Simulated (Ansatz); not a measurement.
# CH5FSiTe: up Jacob's ladder to CCSD(T)

One table from this session's results is given with a row withheld; the runs are named, their logs left out.

Program: Ansatz 0.2.0, Gaussian basis. Level of theory: functionals in def2-TZVPP, the program's frozen cores in correlated methods. These are calculated values, not measurements.

The runs, in order: LDA (SPW92), PBE-D4, revPBE-D4, BLYP-D4, r2SCAN-D4, B97M-V, PBE0-D4, B3LYP-D4, r2SCANh-D4, r2SCAN0-D4, HSE06-D4, BHLYP-D4, CAM-B3LYP-D4, LC-ωPBE, ωB97X-V, ωB97M-V, B2PLYP, PBE-QIDH; CCSD(T)/def2-SVP; CCSD(T)/def2-TZVPP; MP2/def2-QZVPP; extrapolation to the limit; RPA on PBE.

## The relaxed structure

The geometry comes from an earlier relaxation with PBE0-D4 in a triple-zeta def2 set; it is a stationary point, not always the lowest conformer. Te takes the def2 core potential; no spin-orbit term is included.

SMILES `FC([SiH3])[TeH]`, 9 atoms, charge 0, spin multiplicity 1.

Atoms are counted from 1 here; the program's logs count them from 0.

Bond lengths: F1–C2 1.385 Å, C2–Si3 1.897 Å, C2–Te4 2.152 Å, C2–H5 1.093 Å, Si3–H6 1.484 Å, Si3–H7 1.485 Å, Si3–H8 1.486 Å, Te4–H9 1.659 Å. Angles: F1–C2–Si3 111.1°, F1–C2–Te4 111.7°, F1–C2–H5 108.1°, Si3–C2–Te4 108.8°, Si3–C2–H5 111.5°, Te4–C2–H5 105.5°, C2–Si3–H6 108.1°, C2–Si3–H7 109.4°, C2–Si3–H8 109.2°, H6–Si3–H7 110.4°, H6–Si3–H8 110.0°, H7–Si3–H8 109.7°, C2–Te4–H9 94.0°.

The first run:

The input, in.yaml:

```yaml
crystal:
  periodic: [false, false, false]
  atoms:
    - {symbol: F, position_ang: [-0.338064, 0.254814, -1.830114]}
    - {symbol: C, position_ang: [-0.135381, 0.442851, -0.473484]}
    - {symbol: Si, position_ang: [0.890642, -0.970645, 0.265925]}
    - {symbol: Te, position_ang: [-1.996716, 0.581000, 0.597613]}
    - {symbol: H, position_ang: [0.354246, 1.409662, -0.333540]}
    - {symbol: H, position_ang: [1.422819, -0.517794, 1.574820]}
    - {symbol: H, position_ang: [2.004496, -1.307963, -0.656590]}
    - {symbol: H, position_ang: [0.018712, -2.158731, 0.455171]}
    - {symbol: H, position_ang: [-2.132255, 2.220605, 0.383197]}
basis:
  gaussian: {orbitals: def2-TZVPP}
hamiltonian: {xc: lda}
output: {orbitals: {seedname: orbitals}}
```

Steps of the session up to this table: LDA; PBE-D4 (GGA); revPBE-D4 (GGA); BLYP-D4 (GGA); r2SCAN-D4 (meta-GGA); B97M-V (meta-GGA); PBE0-D4 (hybrid); B3LYP-D4 (hybrid); r2SCANh-D4 (hybrid); r2SCAN0-D4 (hybrid); HSE06-D4 (hybrid); BHLYP-D4 (hybrid); CAM-B3LYP-D4 (range-separated); LC-ωPBE (range-separated); ωB97X-V (range-separated); ωB97M-V (range-separated); B2PLYP (double hybrid); PBE-QIDH (double hybrid).

One of the session's tables, all rows but one given; the rest of the session is left out.

It belongs to the step «Orbital energies across the functionals». 

| functional | HOMO (eV) | gap (eV) |
| --- | --- | --- |
| LDA (SPW92) | -5.76 | 3.71 |
| PBE-D4 | -5.59 | 3.74 |
| revPBE-D4 | -5.53 | 3.77 |
| BLYP-D4 | -5.42 | 3.67 |
| r2SCAN-D4 | -5.83 | 4.19 |
| B97M-V | -5.86 | 4.13 |
| PBE0-D4 | -6.63 | 5.60 |
| B3LYP-D4 | -6.42 | 5.15 |
| r2SCANh-D4 | -6.22 | 4.86 |
| r2SCAN0-D4 | -6.80 | 5.88 |
| HSE06-D4 | -6.24 | 4.83 |
| BHLYP-D4 | -7.52 | 7.34 |
| CAM-B3LYP-D4 | -7.87 | 7.84 |
| LC-ωPBE | -9.18 | 10.28 |
| ωB97X-V | -8.86 | 9.83 |
| ωB97M-V | ? | ? |

Q: Estimate the row for ωB97M-V from the others.

**Answer.** HOMO (eV): -8.75; gap (eV): 9.52. In the column «HOMO (eV)» it lies between ωB97X-V (-8.86) and CAM-B3LYP-D4 (-7.87).
